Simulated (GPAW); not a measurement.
# Cd2S (P3m1) in GPAW: reference runs

How does Cd2S come out in PBE? The cell is run as given and disturbed.

Program: GPAW 26.7.0. These are calculated values, not measurements. Logs are shortened: lines on timing, memory, paths and dates and some standing lists are left out, and cuts for length are marked. The log counts tension as positive stress, the text compression.

## (1) Starting point

The structure is trigonal, space group P3m1 (No. 156). The conventional cell has a = 3.963 Å, b = 3.963 Å, c = 5.809 Å, α = 90.00°, β = 90.00°, γ = 120.00°. Cd (site symmetry 3m) has 1 S at 2.52 Å as nearest neighbours. Around Cd (site symmetry 3m) lie 3 S at 2.60 Å. S (site symmetry 3m) is surrounded by 4 Cd at 2.52 to 2.60 Å.

The cell comes from a database or a generator and needn't be the stable form of this composition.

## (2) Single point, PBE

The input, run.py:

```python
from ase import Atoms
from ase.dft.bandgap import bandgap
from ase.io import write
from ase.units import Bohr, GPa
from gpaw import GPAW, PW
from gpaw.elf import elf_from_dft_calculation

atoms = Atoms(['Cd', 'Cd', 'S'],
              cell=[[3.962670049, 0.0, 0.0],
                    [-1.9813350245, 3.4317729293, 0.0],
                    [0.0, 0.0, 5.809192]],
              scaled_positions=[[0.3333333333, 0.6666666667, 0.932717],
                                [0.6666666667, 0.3333333333, 0.578735],
                                [0.3333333333, 0.6666666667, 0.365705]],
              pbc=True)

calc = GPAW(mode=PW(600),
            xc='PBE',
            kpts={'size': (8, 8, 5), 'gamma': True},
            occupations={'name': 'fermi-dirac', 'width': 0.05},
            nbands=26,
            convergence={'density': 1e-05, 'energy': 1e-05},
            maxiter=150,
            txt='gpaw.txt')
atoms.calc = calc
energy = atoms.get_potential_energy()
forces = atoms.get_forces()
stress = atoms.get_stress()
calc.write('gs.gpw')
write('result.traj', atoms)
print(f'Energy: {energy:.6f} eV')
print('Forces (eV/A):')
print(forces.round(4))
print('Stress (GPa):', (stress / GPa).round(3))
print('Fermi level:', round(calc.get_fermi_level(), 4), 'eV')
print(f'Gap: {bandgap(calc)[0]:.4f} eV, direct: {bandgap(calc, direct=True)[0]:.4f} eV')

# fields on the real-space grid
write('density.cube', atoms, data=calc.get_pseudo_density() * Bohr**3)
write('potential.cube', atoms, data=calc.get_electrostatic_potential())
write('elf.cube', atoms, data=elf_from_dft_calculation(calc).data)
```

Potentials or basis: GPAW PAW data sets (gpaw-data 1.2.1), pw.

Launch:

```bash
> OMP_NUM_THREADS=1 python run.py
```

gpaw.txt:

```text
__  _  _
 | _ |_)|_||  |
 |__||  | ||/\| - 26.7.0

Input parameters:
  mode=PW(ecut=600.0),
  convergence={'density': 1e-05, 'energy': 1e-05},
  kpts=MonkhorstPack(size=(8, 8, 5), gamma=True),
  maxiter=150,
  nbands=26,
  occupations=Occupations(name='fermi-dirac', width=0.05),
  xc=XC(name='PBE')

Diagonalizing LCAO Hamiltonian
Converting LCAO to pw mode

        Cd

            Cd
        S

Atoms  # Å, Bohr magnetons
|   | symbol |         x |        y |        z |    initial magnetic moments |
|---|--------|-----------|----------|----------|-----------------------------|
| 0 |     Cd | -0.000000 | 2.287849 | 5.418332 | ( 0.0000,  0.0000,  0.0000) |
| 1 |     Cd |  1.981335 | 1.143924 | 3.361983 | ( 0.0000,  0.0000,  0.0000) |
| 2 |      S | -0.000000 | 2.287849 | 2.124451 | ( 0.0000,  0.0000,  0.0000) |

Unit cell  # Å
| periodic |         x |        y |        z |  lengths |     angles |
|----------|-----------|----------|----------|----------|------------|
|      yes |  3.962670 | 0.000000 | 0.000000 | 3.962670 |  90.000000 |
|      yes | -1.981335 | 3.431773 | 0.000000 | 3.962670 |  90.000000 |
|      yes |  0.000000 | 0.000000 | 5.809192 | 5.809192 | 120.000000 |

Number of symmetries: 6
Symmetry operations  # r_c * U_cc + t_c -> r_c
|   | kind |            matrix            |
|---|------|------------------------------|
| 0 |  σ   |  1, 1, 0,  0,-1, 0,  0, 0, 1 |
| 1 |  E   |  1, 0, 0,  0, 1, 0,  0, 0, 1 |
| 2 |  C3  |  0, 1, 0, -1,-1, 0,  0, 0, 1 |
| 3 |  σ   |  0,-1, 0, -1, 0, 0,  0, 0, 1 |
| 4 |  σ   | -1, 0, 0,  1, 1, 0,  0, 0, 1 |
| 5 |  C3  | -1,-1, 0,  1, 0, 0,  0, 0, 1 |

BZ-sampling:
  Number of BZ points: 320
  Number of IBZ points: 40

  Monkhorst-Pack size: [8, 8, 5]
  Monkhorst-Pack shift: [0.0625, 0.0625, 0.0]

K-points  # in reciprocal-cell coordinates
|     |                                coordinates |     weight |
|-----|--------------------------------------------|------------|
|   0 | (  0.00000000,   0.00000000,   0.00000000) | 0.00312500 |
|   1 | (  0.00000000,   0.00000000,   0.20000000) | 0.00625000 |
|   2 | (  0.00000000,   0.00000000,   0.40000000) | 0.00625000 |
|   3 | (  0.12500000,   0.00000000,  -0.40000000) | 0.01875000 |
|   4 | (  0.12500000,   0.00000000,  -0.20000000) | 0.01875000 |
|   5 | (  0.12500000,   0.00000000,   0.00000000) | 0.01875000 |
|   6 | (  0.12500000,   0.00000000,   0.20000000) | 0.01875000 |
|   7 | (  0.12500000,   0.00000000,   0.40000000) | 0.01875000 |
|   8 | (  0.25000000,  -0.12500000,   0.00000000) | 0.01875000 |
|   9 | (  0.25000000,  -0.12500000,   0.20000000) | 0.03750000 |
| ... |                                            |            |
|  39 | (  0.50000000,   0.50000000,   0.40000000) | 0.01875000 |

Plane wave coefficients: 2652
Cutoff: 600.0 eV

Spin-components: 1 (collinear spins)
Bands:           26
Projectors:      17
Spin-degeneracy: 2
Datatype:        complex128

Parallelization:
  kpt:    1
  domain: 1
  band:   1

Density:
  Valence electrons: 30.0
  Components: 1
  Grid points: [24 24 35]
  Charge: 0.0  # |e|

Potential:
  Grid points: [24 24 35]

species:
  Cd:
    name:    Cadmium
    Z:       48.0
    valence: 12
    core:    36
    charge:  0.0  # [|e|]
    compensation charges:
      type: gauss
      rc: 0.38  # [Å]
      lmax: 2
    cutoffs:
      filter: 2.12  # [Å]
      core: 2.62  # [Å]
    projectors
    | kind |    occ | energy [eV] | rcut [Å] |
    |------|--------|-------------|----------|
    |   5s |  2.000 |      -5.655 |    1.191 |
    |   5p |  0.000 |      -1.186 |    1.228 |
    |   4d | 10.000 |     -11.739 |    1.164 |
    |    s |        |      21.556 |    1.191 |
    |    p |        |      26.026 |    1.228 |
    |    d |        |      15.473 |    1.164 |

    Using partial waves for Cd as LCAO basis

  S:
    name:    Sulfur
    Z:       16.0
    valence: 6
    core:    10
    charge:  0.0  # [|e|]
    compensation charges:
      type: gauss
      rc: 0.24  # [Å]
      lmax: 2
    cutoffs:
      filter: 1.77  # [Å]
      core: 1.66  # [Å]
    projectors
    | kind |    occ | energy [eV] | rcut [Å] |
    |------|--------|-------------|----------|
    |   3s |  2.000 |     -17.254 |    0.974 |
    |   3p |  4.000 |      -7.008 |    0.979 |
    |    s |        |       9.957 |    0.974 |
    |    p |        |      20.203 |    0.979 |
    |    d |        |       0.000 |    0.900 |

    Using partial waves for S as LCAO basis

Reference energy: -315203.856570  # eV

eigensolver:
  PPCG
  Converge bands: occupied
  niter=2

density mixing:
  MSR1-Mixer
  Pratt-step length: 0.05
  Maximum mixing coefficient: 0.75
  Old densities: 10
  SVD Regularization: 0.005
  Good broyden scale: 1.0
  Trust region scale: 1.0
  Backstep threshold: 4.0
  History deletion threshold: 6.0
  Fourier metric: weight=20.0, sigma=0.015

occupation numbers:
  Fermi-Dirac:
    width: 0.0500  # eV

poisson solver:
  ecut: 4800.0  # eV

xc functional:
  name: PBE with 2 nearest neighbor stencil

convergence criteria:
[... 6 lines left out ...]
|iter     | |      energy | eigst |  dens |
|---------|-|-------------|-------|-------|
|iter:   1| |   -7.386687 | -0.44 |       |
|iter:   2| |   -7.185901 | -2.23 | -1.24 |
|iter:   3| |   -6.629880 | -1.64 | -1.29 |
|iter:   4| |   -6.626681 | -3.31 | -1.76 |
|iter:   5| |   -6.626048 | -3.80 | -2.09 |
|iter:   6| |   -6.625828 | -4.69 | -2.91 |
|iter:   7| |   -6.625832c| -5.93 | -3.36 |
|iter:   8| |   -6.625833c| -6.58 | -3.78 |
|iter:   9| |   -6.625833c| -8.02c| -4.41 |
|iter:  10| |   -6.625833c| -8.27c| -4.89 |
|iter:  11| |   -6.625833c| -8.69c| -5.47c|

Converged in 11 steps
Energy contributions relative to reference atoms: (reference = -315203.856570)

Energy contributions:
  Kinetic:          19.854544
  Coulomb:         -17.518181
  Zero:              0.256950
  External:          0.000000
  Xc:               -9.218363
  Entropy:          -0.001565
  Spinorbit:         0.000000
  ----------------------------
  Free energy:      -6.626616
  Extrapolated:     -6.625833

dipole moment: (-0.979715, 0.565618, 11.099037)  # |e|*Ang

Fermi level: 4.209
Eigenvalues  # (at kpt = [0.000, 0.000, 0.000])
| band index |      eig [eV] | occ [0-2] |
|------------|---------------|-----------|
|          0 |        -8.561 |     2.000 |
|        ... |               |           |
|          7 |        -3.857 |     2.000 |
|          8 |        -3.857 |     2.000 |
|          9 |        -3.500 |     2.000 |
|         10 |        -3.500 |     2.000 |
|         11 |        -0.355 |     2.000 |
|         12 |         0.423 |     2.000 |
[... 8 lines left out ...]
|         21 |        14.014 |     0.000 |
|         22 |        14.501 |     0.000 |
|        ... |               |           |
|         25 |        15.558 |     0.000 |

Gap: 0.239 eV
Transition (v -> c):
  (s=0, k=27, n=14, [0.38, 0.38, 0.20]) -> (s=0, k=38, n=15, [0.50, 0.50, 0.20])
Direct/indirect transitions are different
Direct gap: 0.568 eV
Transition at: (s=0, k=27, n=14, [0.38, 0.38, 0.20])

Forces  # eV/Ang
|        x |        y |        z |
|----------|----------|----------|
|  0.00000 | -0.00000 |  0.04078 |  # Cd   0
|  0.00000 |  0.00000 | -0.07189 |  # Cd   1
| -0.00000 |  0.00000 |  0.03110 |  # S    2

Stress tensor  # eV/Ang^3
|         x |        y |         z |
|-----------|----------|-----------|
|  0.002149 | 0.000000 | -0.000000 |
|  0.000000 | 0.002149 |  0.000000 |
| -0.000000 | 0.000000 |  0.002956 |

# Writing to gs.gpw (mode='')
```

It took 48 s on 1 thread of Arm Neoverse V2, shared host; peak memory 0.22 GiB.

Results:

```yaml
Free_energy: -6.6266 eV
Pressure: -0.4 GPa
Largest_force: 0.072 eV/Å
Band_gap_on_the_k_mesh: 0.24 eV, indirect (least direct gap 0.57 eV)
```

Forces on the atoms (eV/Å):
```
Cd   0.000  0.000  0.041
Cd   0.000  0.000 -0.072
S    0.000  0.000  0.031
```

Stress tensor (GPa, compression positive):
```
-0.34  0.00  0.00
 0.00 -0.34  0.00
 0.00  0.00 -0.47
```

Levels at points of the mesh, in eV from the valence-band top:
| k point | band 12 | band 13 | band 14 | band 15 | band 16 | band 17 | band 18 | band 19 |
| --- | --- | --- | --- | --- | --- | --- | --- | --- |
| (0.00, 0.00, 0.00) | -4.43 | -3.65 | -0.69 | -0.69 | 3.23 | 5.06 | 6.81 | 6.81 |
| (0.50, 0.50, 0.00) | -4.41 | -2.96 | -1.57 | -1.21 | 0.60 | 3.21 | 4.78 | 5.82 |

Caveat: an odd mesh through Γ misses points on the zone boundary, where band edges often lie.

## (3) Single point, PBE (atoms moved at random, drawn with an rms of 0.05 Å)

The input, run.py:

```python
from ase import Atoms
from ase.dft.bandgap import bandgap
from ase.io import write
from ase.units import GPa
from gpaw import GPAW, PW

atoms = Atoms(['Cd', 'Cd', 'S'],
              cell=[[3.962670049, 0.0, 0.0],
                    [-1.9813350245, 3.4317729293, 0.0],
                    [0.0, 0.0, 5.809192]],
              scaled_positions=[[0.325998, 0.658813, 0.934101],
                                [0.684587, 0.350907, 0.572114],
                                [0.318896, 0.657027, 0.358672]],
              pbc=True)

calc = GPAW(mode=PW(600),
            xc='PBE',
            kpts={'size': (8, 8, 5), 'gamma': True},
            occupations={'name': 'fermi-dirac', 'width': 0.05},
            nbands=26,
            convergence={'density': 1e-05, 'energy': 1e-05},
            maxiter=150,
            txt='gpaw.txt')
atoms.calc = calc
energy = atoms.get_potential_energy()
forces = atoms.get_forces()
stress = atoms.get_stress()
calc.write('gs.gpw')
write('result.traj', atoms)
print(f'Energy: {energy:.6f} eV')
print('Forces (eV/A):')
print(forces.round(4))
print('Stress (GPa):', (stress / GPa).round(3))
print('Fermi level:', round(calc.get_fermi_level(), 4), 'eV')
print(f'Gap: {bandgap(calc)[0]:.4f} eV, direct: {bandgap(calc, direct=True)[0]:.4f} eV')
```

Potentials or basis: GPAW PAW data sets (gpaw-data 1.2.1), pw.

Launch:

```bash
> OMP_NUM_THREADS=1 python run.py
```

Run time: 3.3 min. Hardware: 1 thread of Arm Neoverse V2, shared host; peak memory 0.42 GiB.

It converged, with:

- Free energy: -6.5941 eV
- Pressure: 0.0 GPa
- Largest force: 0.499 eV/Å
- Band gap on the k mesh: 0.15 eV, indirect (least direct gap 0.47 eV)

Forces in eV/Å, atoms in the order of the input:
```
Cd   0.013  0.003 -0.272
Cd  -0.346 -0.318  0.075
S    0.333  0.315  0.197
```

Stress tensor (GPa, compression positive):
```
 0.43  0.70 -0.60
 0.70 -1.02 -0.57
-0.60 -0.57  0.73
```

Levels at points of the mesh, in eV from the valence-band top:
| k point | band 12 | band 13 | band 14 | band 15 | band 16 | band 17 | band 18 | band 19 |
| --- | --- | --- | --- | --- | --- | --- | --- | --- |
| (0.00, 0.00, 0.00) | -4.42 | -3.79 | -0.86 | -0.73 | 3.16 | 5.01 | 6.63 | 6.92 |
| (0.00, 0.50, 0.00) | -4.38 | -3.06 | -1.66 | -1.32 | 0.67 | 3.08 | 4.55 | 5.85 |
| (0.50, 0.00, 0.00) | -4.61 | -3.08 | -1.65 | -1.14 | 0.49 | 3.05 | 4.79 | 5.80 |
| (0.50, 0.50, 0.00) | -4.47 | -3.08 | -1.64 | -1.24 | 0.59 | 3.07 | 4.60 | 5.85 |

Caveat: an odd mesh through Γ misses points on the zone boundary, where band edges often lie.

[end of part 1 of 2]
